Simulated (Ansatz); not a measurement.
# CH₃ClGeO: a ladder of functionals and wavefunction methods

The task here is to estimate one member of a computed series from the others.

Method: functionals in def2-TZVPP, the program's frozen cores in correlated methods; program: Ansatz 0.2.0, Gaussian basis.

Plan: LDA (SPW92), PBE-D4, revPBE-D4, BLYP-D4, r2SCAN-D4, B97M-V, PBE0-D4, B3LYP-D4, r2SCANh-D4, r2SCAN0-D4, HSE06-D4, BHLYP-D4, CAM-B3LYP-D4, LC-ωPBE, ωB97X-V, ωB97M-V, B2PLYP, PBE-QIDH; CCSD(T)/def2-SVP; CCSD(T)/def2-TZVPP; MP2/def2-QZVPP; extrapolation to the limit; RPA on PBE.

### The geometry

The geometry comes from an earlier relaxation with PBE0-D4 in a triple-zeta def2 set; it is a stationary point, not always the lowest conformer.

SMILES `[Cl][GeH]1[CH2][O]1`, 7 atoms, charge 0, spin multiplicity 1.

Atoms are counted from 1 here; the program's logs count them from 0.

Bond lengths: Cl1–Ge2 2.132 Å, Ge2–C3 1.889 Å, Ge2–O4 1.812 Å, Ge2–H5 1.520 Å, C3–O4 1.439 Å, C3–H6 1.090 Å, C3–H7 1.090 Å. Angles: Cl1–Ge2–C3 119.7°, Cl1–Ge2–O4 112.9°, Cl1–Ge2–H5 110.7°, C3–Ge2–O4 45.7°, C3–Ge2–H5 129.6°, O4–Ge2–H5 114.5°, Ge2–C3–O4 64.3°, Ge2–C3–H6 121.0°, Ge2–C3–H7 117.9°, O4–C3–H6 115.1°, O4–C3–H7 114.9°, H6–C3–H7 114.0°, Ge2–O4–C3 70.0°.

Set-up of the first run:

in.yaml reads:

```yaml
crystal:
  periodic: [false, false, false]
  atoms:
    - {symbol: Cl, position_ang: [-2.578169, 0.083510, -0.235320]}
    - {symbol: Ge, position_ang: [-0.496962, 0.353667, -0.608964]}
    - {symbol: C, position_ang: [0.762941, -0.164430, 0.699459]}
    - {symbol: O, position_ang: [0.472990, -1.147661, -0.310186]}
    - {symbol: H, position_ang: [-0.273498, 0.987509, -1.972303]}
    - {symbol: H, position_ang: [1.779955, 0.226291, 0.685756]}
    - {symbol: H, position_ang: [0.393944, -0.406885, 1.695756]}
basis:
  gaussian: {orbitals: def2-TZVPP}
hamiltonian: {xc: lda}
output: {orbitals: {seedname: orbitals}}
```

On the command line:

```
ansatz run in.yaml --threads 2 --pin off --events-out ev --progress --plain --max-ram 4352MiB
```

Steps of the session up to this table: LDA; PBE-D4 (GGA); revPBE-D4 (GGA); BLYP-D4 (GGA); r2SCAN-D4 (meta-GGA); B97M-V (meta-GGA); PBE0-D4 (hybrid); B3LYP-D4 (hybrid); r2SCANh-D4 (hybrid); r2SCAN0-D4 (hybrid); HSE06-D4 (hybrid); BHLYP-D4 (hybrid); CAM-B3LYP-D4 (range-separated); LC-ωPBE (range-separated); ωB97X-V (range-separated); ωB97M-V (range-separated); B2PLYP (double hybrid); PBE-QIDH (double hybrid).

One table of the session follows, with a row left open; its other results are not shown here.

It belongs to the step «Frontier levels by functional». 

| functional | HOMO (eV) | gap (eV) |
| --- | --- | --- |
| LDA (SPW92) | -6.49 | 4.25 |
| PBE-D4 | -6.30 | 4.28 |
| revPBE-D4 | -6.23 | 4.30 |
| BLYP-D4 | -6.16 | 4.19 |
| r2SCAN-D4 | -6.55 | 4.72 |
| B97M-V | -6.55 | 4.75 |
| PBE0-D4 | -7.49 | 6.36 |
| B3LYP-D4 | -7.28 | 5.86 |
| r2SCANh-D4 | -6.99 | 5.49 |
| r2SCAN0-D4 | -7.66 | 6.63 |
| HSE06-D4 | -7.09 | 5.59 |
| BHLYP-D4 | -8.57 | 8.35 |
| CAM-B3LYP-D4 | -8.81 | 8.68 |
| LC-ωPBE | ? | ? |
| ωB97X-V | -9.76 | 10.73 |
| ωB97M-V | -9.65 | 10.46 |

Q: Estimate the row for LC-ωPBE from the others.

**Answer.** HOMO (eV): -10.11; gap (eV): 11.18. In the column «HOMO (eV)» it is the lowest.
